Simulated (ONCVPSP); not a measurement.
**Pseudopotential generation for gadolinium: ONCV, PBE**

Aim: build the potential from the settings below, then test how well it stands in for the atom: other configurations, scattering, ghost states and the plane-wave cutoff that it needs.

The numbers are computed with ONCVPSP 4.0.1.1 (patched build) (PBE, scalar-relativistic, spin-unpolarised reference atom).

### Step 1. The design

Typed settings, in words:

```json
{"element": "gadolinium (Gd, Z = 64)", "type": "optimised norm-conserving Vanderbilt (ONCV)", "frozen core": "[Kr] 4d10", "valence charge": "18", "reference configuration": "4f7 5s2 5p6 5d1 6s1 (charge +1)", "partial waves": "5s+6s: rc 2.05 bohr, ncon 4, nbas 7, qcut 4.6 1/bohr, 3 projectors, debl 3.1 Ha; 5p: rc 2.55 bohr, ncon 4, nbas 8, qcut 5.9 1/bohr, 3 projectors, debl 0.5 Ha; 5d: rc 2.85 bohr, ncon 4, nbas 9, qcut 5.5 1/bohr, 3 projectors, debl 3.3 Ha; 4f: rc 0.75 bohr, ncon 4, nbas 7, qcut 13.7 1/bohr, 3 projectors, debl 1.9 Ha", "local potential": "polynomial inside 0.60 bohr (lpopt 5, dvloc0 1 Ha)", "core correction": "polynomial model core, fcfact 0.65"}
```

The outer shells as boxes (Hund's rule for the drawing; the calculation is spin-unpolarised):

```
[Kr] core
4d [↑↓][↑↓][↑↓][↑↓][↑↓]
4f [↑ ][↑ ][↑ ][↑ ][↑ ][↑ ][↑ ]
5s [↑↓]
5p [↑↓][↑↓][↑↓]
5d [↑ ][  ][  ][  ][  ]
6s [↑ ]
```

An earlier all-electron run gives the scale for the radii.

All-electron outer shells of the reference configuration (PBE, scalar-relativistic, ld1.x):

```csv
shell,level (eV),outermost node (bohr),outermost maximum (bohr)
4d,-154.06,0.27,0.56
5s,-56.08,0.65,1.20
5p,-33.60,0.70,1.35
4f,-15.03,–,0.56
6s,-9.28,1.60,3.21
5d,-8.40,0.79,1.92
6p,-5.73,1.90,4.07
```

### Step 2. The generation run

The input, Gd.dat:

```
# ATOM AND REFERENCE CONFIGURATION
# atsym  z   nc   nv     iexc    psfile
  Gd 64.00    9    5        4      upf
#
#   n    l    f
    1    0    2.00
    2    0    2.00
    2    1    6.00
    3    0    2.00
    3    1    6.00
    3    2   10.00
    4    0    2.00
    4    1    6.00
    4    2   10.00
    4    3    7.00
    5    0    2.00
    5    1    6.00
    5    2    1.00
    6    0    1.00
#
# PSEUDOPOTENTIAL AND OPTIMIZATION
# lmax
    3
#
#   l,   rc,      ep,       ncon, nbas, qcut
    0    2.05    0.00    4    7    4.60
    1    2.55    0.00    4    8    5.90
    2    2.85    0.00    4    9    5.50
    3    0.75    0.00    4    7   13.70
#
# LOCAL POTENTIAL
# lloc, lpopt,  rc(5),   dvloc0
    4    5    0.60    1.00
#
# VANDERBILT-KLEINMAN-BYLANDER PROJECTORs
# l, nproj, debl
    0    3    3.10
    1    3    0.50
    2    3    3.30
    3    3    1.90
#
# MODEL CORE CHARGE
# icmod, fcfact, rcfact
    1    0.65    0.00
#
# LOG DERIVATIVE ANALYSIS
# epsh1, epsh2, depsh
   -4.00    5.00    0.02
#
# OUTPUT GRID
# rlmax, drl
    6.00    0.01
#
# TEST CONFIGURATIONS
# ncnf
    4
# nvcnf
#   n    l    f
    5
    4    3    7.00
    5    0    2.00
    5    1    6.00
    5    2    1.00
    6    0    2.00
#
    5
    4    3    7.00
    5    0    2.00
    5    1    6.00
    5    2    1.00
    6    0    0.00
#
    5
    4    3    7.00
    5    0    2.00
    5    1    6.00
    5    2    0.00
    6    0    0.00
#
    5
    4    3    6.00
    5    0    2.00
    5    1    6.00
    5    2    0.00
    6    0    0.00
#
```

Started as:

```console
$ oncvpsp.x < Gd.dat > Gd.out
```

Before running it: what results should come out? Wanted: cutoffs for 1 and 0.1 mHa per electron, occupied waves; bound ghosts; GHOST(+) flags; largest test error; largest phase difference near zero energy, channels read; rms error of d²Exc/dn², without and with the model core; projector energies reset by the program.

As calculated:

```
                                                quantity                                              value
  cutoffs for 1 and 0.1 mHa per electron, occupied waves                                  380 Ha and 522 Ha
                                            bound ghosts  s at -625.49 eV, p at -327.17 eV, f at -623.01 eV
                                          GHOST(+) flags              s at 228 eV, d at 88 eV, f at 4360 eV
                            largest test error (AE − PS)                  +124 meV, for 4f6 5s2 5p6 5d0 6s0
largest phase difference near zero energy, channels read                                          0.000 rad
 rms error of d²Exc/dn², without and with the model core                                  6.62 and 1.55 mHa
                 projector energies reset by the program                         p: -1.235, 0.250, 0.750 Ha
```

What this shows: It has a bound ghost (s, p, f), a state that the atom doesn't have, and that rules the file out. By total energies transferability is fair for so large an energy: the largest error is 124 meV on 75.4 eV, for 4f6 5s2 5p6 5d0 6s0. That test lies far up in energy; among those under 40 eV, nearer to bonding, the largest error is 6.7 meV. By its cutoff, 380 Ha for the looser tolerance, it is very hard. At the looser tolerance the 4f wave is the slowest; 5s needs 10 Ha. Near zero energy the phases of the channels with partial waves agree within 0.001 rad. The program also flags highly localised states, GHOST(+) (s, d, f).
